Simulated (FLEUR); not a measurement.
Input of a FLEUR MaX-R8.1 (later development tree) run:

inp.xml

```xml
<?xml version="1.0" encoding="UTF-8" standalone="no"?>
<fleurInput fleurInputVersion="0.39">
   <comment>
      NbTe                                                                                                
   </comment>
   <calculationSetup>
      <cutoffs Kmax="4.19" Gmax="13.0" GmaxXC="13.0" numbands="0"/>
      <scfLoop itmax="60" minDistance="0.00001" maxIterBroyd="15" imix="Anderson" alpha="0.05" precondParam="0.0" spinf="2.0" sdNocoIR="T"/>
      <coreElectrons ctail="T" frcor="F" kcrel="0" coretail_lmax="0"/>
      <xcFunctional name="LibXC" relativisticCorrections="F">
         <LibXCName exchange="gga_x_b88" correlation="gga_c_lyp"/>
      </xcFunctional>
      <magnetism jspins="1"/>
      <soc l_soc="F" theta="0.0" phi="0.0" spav="F"/>
      <expertModes spex="0" secvar="F"/>
      <geometryOptimization l_f="F" forcealpha="1.0" forcemix="BFGS" epsdisp="0.00001" epsforce="0.00001"/>
      <ldaU l_linMix="F" mixParam="0.05" spinf="1.0"/>
   </calculationSetup>
   <cell>
      <bzIntegration valenceElectrons="35.0" mode="hist" fermiSmearingEnergy="0.00183747">
         <kPointListSelection listName="default-1"/>
         <!-- k-points included here -->
         <xi:include xmlns:xi="http://www.w3.org/2001/XInclude" href="kpts.xml"> </xi:include>
      </bzIntegration>
      <!-- symmetry operations included here -->
      <xi:include xmlns:xi="http://www.w3.org/2001/XInclude" href="sym.xml"> </xi:include>
      <bulkLattice scale="1.0">
         <bravaisMatrix>
            <row-1>    6.9976074370826797     0.0000000000000000     0.0000000000000000</row-1>
            <row-2>   -3.4988037185413399     6.0601058063025661     0.0000000000000000</row-2>
            <row-3>    0.0000000000000000     0.0000000000000000     6.9810470364846902</row-3>
         </bravaisMatrix>
      </bulkLattice>
   </cell>
   <atomSpecies>
      <species name="Tellurium (Te)" element="Te" atomicNumber="52">
         <mtSphere radius="2.34" gridPoints="773" logIncrement="0.017"/>
         <atomicCutoffs lmax="9" lnonsphr="9"/>
         <electronConfig flipSpins="F">
            <coreConfig>(1s1/2) (2s1/2) (2p1/2) (2p3/2) (3s1/2) (3p1/2) (3p3/2) (4s1/2) (3d3/2) (3d5/2)</coreConfig>
            <valenceConfig>(4p1/2) (4p3/2) (5s1/2) (4d3/2) (4d5/2) (5p1/2) (5p3/2)</valenceConfig>
            <stateOccupation state="(5p1/2)" spinUp="0.666667" spinDown="0.666667"/>
            <stateOccupation state="(5p3/2)" spinUp="1.333333" spinDown="1.333333"/>
         </electronConfig>
         <energyParameters s="5" p="5" d="5" f="4"/>
         <lo type="SCLO" l="1" n="4" eDeriv="0"/>
         <lo type="SCLO" l="1" n="4" eDeriv="1"/>
         <lo type="SCLO" l="2" n="4" eDeriv="0"/>
         <lo type="SCLO" l="2" n="4" eDeriv="1"/>
         <lo type="SCLO" l="0" n="5" eDeriv="2"/>
         <lo type="SCLO" l="3" n="4" eDeriv="2"/>
      </species>
      <species name="Niobium (Nb)" element="Nb" atomicNumber="41">
         <mtSphere radius="2.6" gridPoints="859" logIncrement="0.015"/>
         <atomicCutoffs lmax="10" lnonsphr="10"/>
         <electronConfig flipSpins="F">
            <coreConfig>(1s1/2) (2s1/2) (2p1/2) (2p3/2) (3s1/2) (3p1/2) (3p3/2) (3d3/2) (3d5/2)</coreConfig>
            <valenceConfig>(4s1/2) (4p1/2) (4p3/2) (5s1/2) (4d3/2) (4d5/2)</valenceConfig>
            <stateOccupation state="(5s1/2)" spinUp="0.500000" spinDown="0.500000"/>
            <stateOccupation state="(4d3/2)" spinUp="0.800000" spinDown="0.800000"/>
            <stateOccupation state="(4d5/2)" spinUp="1.200000" spinDown="1.200000"/>
         </electronConfig>
         <energyParameters s="5" p="5" d="4" f="4"/>
         <lo type="SCLO" l="0" n="4" eDeriv="0"/>
         <lo type="SCLO" l="1" n="4" eDeriv="0"/>
         <lo type="SCLO" l="1" n="4" eDeriv="1"/>
         <lo type="SCLO" l="2" n="4" eDeriv="2"/>
         <lo type="SCLO" l="3" n="4" eDeriv="2"/>
      </species>
   </atomSpecies>
   <atomGroups>
      <atomGroup species="Tellurium (Te)">
         <relPos label="                   1">-1.000/3.000 1.000/3.000 .0000000000</relPos>
         <force calculate="T" relaxXYZ="TTT"/>
      </atomGroup>
      <atomGroup species="Niobium (Nb)">
         <relPos label="                   2">.0000000000 .0000000000 1.000/2.000</relPos>
         <force calculate="T" relaxXYZ="TTT"/>
      </atomGroup>
   </atomGroups>
   <output dos="F" band="F" slice="F">
      <checks vchk="F" cdinf="F"/>
      <bandDOS minEnergy="-.5*Htr" maxEnergy="0.5*Htr" sigma="0.015" storeEVData="T"/>
      <vacuumDOS vacdos="F" integ="F" star="F" nstars="0" locx1="0.0" locy1="0.0" locx2="0.0" locy2="0.0" nstm="0" tworkf="0.0"/>
      <unfoldingBand unfoldBand="F" supercellX="1" supercellY="1" supercellZ="1"/>
      <plotting iplot="0" polar="F">
         <plot TwoD="T" vec1="  1.0  0.0  0.0" vec2="  0.0  1.0  0.0" vec3="  0.0  0.0  1.0" zero="  0.0  0.0  0.0" file="plot"/>
      </plotting>
      <chargeDensitySlicing numkpt="0" minEigenval="0.0" maxEigenval="0.0" nnne="0" pallst="F"/>
      <specialOutput eonly="F"/>
      <moessbauerParams electricFieldGradient="T" isomerShift="T" coreHyperfine="T" valenceHyperfine="T"/>
      <magneticCircularDichroism mcd="F" energyLo="-10.0" energyUp="0.0"/>
   </output>
  <!-- We include the file relax.xml here to enable relaxations (see documentation) -->
  <xi:include xmlns:xi="http://www.w3.org/2001/XInclude" href="relax.xml"> <xi:fallback/> </xi:include>
</fleurInput>
```

The input crystal.txt:

```
NbTe
&input cartesian=F /
3.7029743866  0.0000000000  0.0000000000
-1.8514871933  3.2068698884  0.0000000000
0.0000000000  0.0000000000  3.6942110000
1.8897261246
1.0 1.0 1.0

2
52 0.6666666667  0.3333333333  0.0000000000
41 0.0000000000  0.0000000000  0.5000000000

&kpt div1=8 div2=8 div3=7 gamma=T /
```

The input inp.xml (bands):

```
<?xml version="1.0" encoding="UTF-8" standalone="no"?>
<fleurInput fleurInputVersion="0.39">
   <comment>
      NbTe                                                                                                
   </comment>
   <calculationSetup>
      <cutoffs Kmax="4.19" Gmax="13.0" GmaxXC="13.0" numbands="0"/>
      <scfLoop itmax="60" minDistance="0.00001" maxIterBroyd="15" imix="Anderson" alpha="0.05" precondParam="0.0" spinf="2.0" sdNocoIR="T"/>
      <coreElectrons ctail="T" frcor="F" kcrel="0" coretail_lmax="0"/>
      <xcFunctional name="LibXC" relativisticCorrections="F">
         <LibXCName exchange="gga_x_b88" correlation="gga_c_lyp"/>
      </xcFunctional>
      <magnetism jspins="1"/>
      <soc l_soc="F" theta="0.0" phi="0.0" spav="F"/>
      <expertModes spex="0" secvar="F"/>
      <geometryOptimization l_f="F" forcealpha="1.0" forcemix="BFGS" epsdisp="0.00001" epsforce="0.00001"/>
      <ldaU l_linMix="F" mixParam="0.05" spinf="1.0"/>
   </calculationSetup>
   <cell>
      <bzIntegration valenceElectrons="35.0" mode="hist" fermiSmearingEnergy="0.00183747">
         <kPointListSelection listName="path-1"/>
         <!-- k-points included here -->
         <xi:include xmlns:xi="http://www.w3.org/2001/XInclude" href="kpts.xml"> </xi:include>
      </bzIntegration>
      <!-- symmetry operations included here -->
      <xi:include xmlns:xi="http://www.w3.org/2001/XInclude" href="sym.xml"> </xi:include>
      <bulkLattice scale="1.0">
         <bravaisMatrix>
            <row-1>    6.9976074370826797     0.0000000000000000     0.0000000000000000</row-1>
            <row-2>   -3.4988037185413399     6.0601058063025661     0.0000000000000000</row-2>
            <row-3>    0.0000000000000000     0.0000000000000000     6.9810470364846902</row-3>
         </bravaisMatrix>
      </bulkLattice>
   </cell>
   <atomSpecies>
      <species name="Tellurium (Te)" element="Te" atomicNumber="52">
         <mtSphere radius="2.34" gridPoints="773" logIncrement="0.017"/>
         <atomicCutoffs lmax="9" lnonsphr="9"/>
         <electronConfig flipSpins="F">
            <coreConfig>(1s1/2) (2s1/2) (2p1/2) (2p3/2) (3s1/2) (3p1/2) (3p3/2) (4s1/2) (3d3/2) (3d5/2)</coreConfig>
            <valenceConfig>(4p1/2) (4p3/2) (5s1/2) (4d3/2) (4d5/2) (5p1/2) (5p3/2)</valenceConfig>
            <stateOccupation state="(5p1/2)" spinUp="0.666667" spinDown="0.666667"/>
            <stateOccupation state="(5p3/2)" spinUp="1.333333" spinDown="1.333333"/>
         </electronConfig>
         <energyParameters s="5" p="5" d="5" f="4"/>
         <lo type="SCLO" l="1" n="4" eDeriv="0"/>
         <lo type="SCLO" l="1" n="4" eDeriv="1"/>
         <lo type="SCLO" l="2" n="4" eDeriv="0"/>
         <lo type="SCLO" l="2" n="4" eDeriv="1"/>
         <lo type="SCLO" l="0" n="5" eDeriv="2"/>
         <lo type="SCLO" l="3" n="4" eDeriv="2"/>
      </species>
      <species name="Niobium (Nb)" element="Nb" atomicNumber="41">
         <mtSphere radius="2.6" gridPoints="859" logIncrement="0.015"/>
         <atomicCutoffs lmax="10" lnonsphr="10"/>
         <electronConfig flipSpins="F">
            <coreConfig>(1s1/2) (2s1/2) (2p1/2) (2p3/2) (3s1/2) (3p1/2) (3p3/2) (3d3/2) (3d5/2)</coreConfig>
            <valenceConfig>(4s1/2) (4p1/2) (4p3/2) (5s1/2) (4d3/2) (4d5/2)</valenceConfig>
            <stateOccupation state="(5s1/2)" spinUp="0.500000" spinDown="0.500000"/>
            <stateOccupation state="(4d3/2)" spinUp="0.800000" spinDown="0.800000"/>
            <stateOccupation state="(4d5/2)" spinUp="1.200000" spinDown="1.200000"/>
         </electronConfig>
         <energyParameters s="5" p="5" d="4" f="4"/>
         <lo type="SCLO" l="0" n="4" eDeriv="0"/>
         <lo type="SCLO" l="1" n="4" eDeriv="0"/>
         <lo type="SCLO" l="1" n="4" eDeriv="1"/>
         <lo type="SCLO" l="2" n="4" eDeriv="2"/>
         <lo type="SCLO" l="3" n="4" eDeriv="2"/>
      </species>
   </atomSpecies>
   <atomGroups>
      <atomGroup species="Tellurium (Te)">
         <relPos label="                   1">-1.000/3.000 1.000/3.000 .0000000000</relPos>
         <force calculate="T" relaxXYZ="TTT"/>
      </atomGroup>
      <atomGroup species="Niobium (Nb)">
         <relPos label="                   2">.0000000000 .0000000000 1.000/2.000</relPos>
         <force calculate="T" relaxXYZ="TTT"/>
      </atomGroup>
   </atomGroups>
   <output dos="F" band="T" slice="F">
      <checks vchk="F" cdinf="F"/>
      <bandDOS minEnergy="-.5*Htr" maxEnergy="0.5*Htr" sigma="0.015" storeEVData="T"/>
      <vacuumDOS vacdos="F" integ="F" star="F" nstars="0" locx1="0.0" locy1="0.0" locx2="0.0" locy2="0.0" nstm="0" tworkf="0.0"/>
      <unfoldingBand unfoldBand="F" supercellX="1" supercellY="1" supercellZ="1"/>
      <plotting iplot="0" polar="F">
         <plot TwoD="T" vec1="  1.0  0.0  0.0" vec2="  0.0  1.0  0.0" vec3="  0.0  0.0  1.0" zero="  0.0  0.0  0.0" file="plot"/>
      </plotting>
      <chargeDensitySlicing numkpt="0" minEigenval="0.0" maxEigenval="0.0" nnne="0" pallst="F"/>
      <specialOutput eonly="F"/>
      <moessbauerParams electricFieldGradient="T" isomerShift="T" coreHyperfine="T" valenceHyperfine="T"/>
      <magneticCircularDichroism mcd="F" energyLo="-10.0" energyUp="0.0"/>
   </output>
  <!-- We include the file relax.xml here to enable relaxations (see documentation) -->
  <xi:include xmlns:xi="http://www.w3.org/2001/XInclude" href="relax.xml"> <xi:fallback/> </xi:include>
</fleurInput>
```

Potentials or basis: all-electron, FLAPW.

Launch:

```sh
$ inpgen -f crystal.txt -profile fastHighL
$ # inp.xml edited to the form shown
$ fleur_MPI
$ fleur_MPI   # second run, on inp.xml (bands)
```

(1) Estimate the band gap along the path.

Answers

(1) none (metal or under the smearing width).

Caveat: spin-orbit coupling is left out, which moves the levels of the heavy elements.
